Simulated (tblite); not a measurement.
# C4H7B2F3Si: the cost of one run

Programs: tblite 0.8.0 and PySCF 2.14.0, with density-fitted response routines of our own. Each step states its level of theory. These are calculated values for one molecule in the gas phase, unless marked as measured. Atoms count from 0, in the outputs and in this text.

### 1 The starting structure

17 atoms, charge 0, multiplicity 1; geometry from: force field or distance geometry start.

Bonds of the start (Å): C0–C1 1.45, C1–C2 1.21, C2–B3 1.53, B3–B4 1.66, B4–Si5 1.94, Si5–C6 1.87, C6–F7 1.39, C6–F8 1.38, C6–F9 1.38, C0–H10 1.12, C0–H11 1.11, C0–H12 1.11, B3–H13 1.18, B4–H14 1.18, Si5–H15 1.48, Si5–H16 1.47.

### 2 Relaxing the molecule with GFN2-xTB

The job: settings as JSON, then the geometry in Å.

```
{"job": {"kind": "relax", "xc": "GFN2-xTB", "basis": "xTB"}, "charge": 0, "multiplicity": 1}
C     -4.292400    -0.191500     0.979600
C     -2.952900    -0.113000     0.419000
C     -1.823900    -0.062300    -0.022100
B     -0.415300     0.024100    -0.610800
B      0.788200     0.765600     0.261200
Si     2.581600     0.869700    -0.474800
C      3.289900    -0.842700    -0.703700
F      3.295600    -1.504900     0.516000
F      4.588900    -0.755000    -1.171100
F      2.515100    -1.547100    -1.604300
H     -5.011300     0.316500     0.290700
H     -4.327600     0.310000     1.971400
H     -4.602200    -1.249900     1.108200
H     -0.179000    -0.461800    -1.660100
H      0.549500     1.264700     1.304700
H      3.436900     1.624200     0.471400
H      2.551700     1.565300    -1.765900
```

Run with:

```sh
$ OMP_NUM_THREADS=1 python probes_run.py task.json out
```

The driver reads the jobs from task.json and runs them one after another.

Q: Estimate the wall time and peak memory of this first job on 1 thread of Arm Neoverse N1, shared host.

About 2.1 s, with a peak of 0.18 GiB.
